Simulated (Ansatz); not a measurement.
# MoO (triplet): from Hartree-Fock to the top rungs, def2-TZVPP

One table from this session's results is given with a row withheld; the runs are named, their logs left out.

Method: def2-TZVPP, core rule «outside noble gas», up to 5 orbitals frozen; program: Ansatz 0.2.0, Gaussian basis.

To be run: UHF; ROHF; CCSD(T) on UHF.

2 further runs of the same task are left out: 2 set aside as unsound or not needed.

### The geometry

The geometry is a PBE0/def2-TZVP stationary point (not a proven minimum) of the parent state, kept for this charge and spin. No spin-orbit coupling is included. Elements past krypton take def2 core potentials.

2 atoms, charge 0, spin multiplicity 3.

Atoms are counted from 1 here; the program's logs count them from 0.

Bond lengths: Mo1–O2 1.623 Å.

As a file:

```xyz
2
MoO
Mo    0.0000    0.0000    0.0000
O     0.0000    0.0000    1.6230
```

The first run:

in.yaml

```yaml
crystal:
  periodic: [false, false, false]
  atoms:
    - {symbol: Mo, position_ang: [0.000000, 0.000000, 0.000000]}
    - {symbol: O, position_ang: [0.000000, 0.000000, 1.623000]}
basis:
  gaussian: {orbitals: def2-TZVPP}
magnetization: {spin_polarized: true, initial_magnetization: 2}
hamiltonian: {xc: hf}
output: {orbitals: {seedname: orbitals}}
```

Launch:

```console
$ ansatz run in.yaml --threads 1 --pin off --events-out ev --progress --plain --max-ram 4096MiB --backend cpu
```

Steps of the session up to this table: UHF; ROHF; CCSD(T) on UHF.

One table of the session follows, with a row left open; its other results are not shown here.

It belongs to the step «Misses and costs». 

```
  method  from UCCSD(T) (meV)
    ROHF             +12116.8
     UHF                    ?
    UMP2               +617.6
   UCCSD               +823.6
UCCSD(T)                    0
```

**Question.** Estimate the row for UHF.

**Answer.** from UCCSD(T) (meV): +11677.3. In the column «from UCCSD(T) (meV)» it lies between UCCSD (+823.6) and ROHF (+12116.8).

The program flags UCCSD(T) as in doubt (see the logs), so the zero of the table is itself unsure.

Limits of these values: The determinant is far from a pure spin state, so its energy mixes those of several spin states (harmless only where they are near-degenerate, as at dissociation). The program flags UCCSD(T) as in doubt, so the zero of the table is itself unsure.
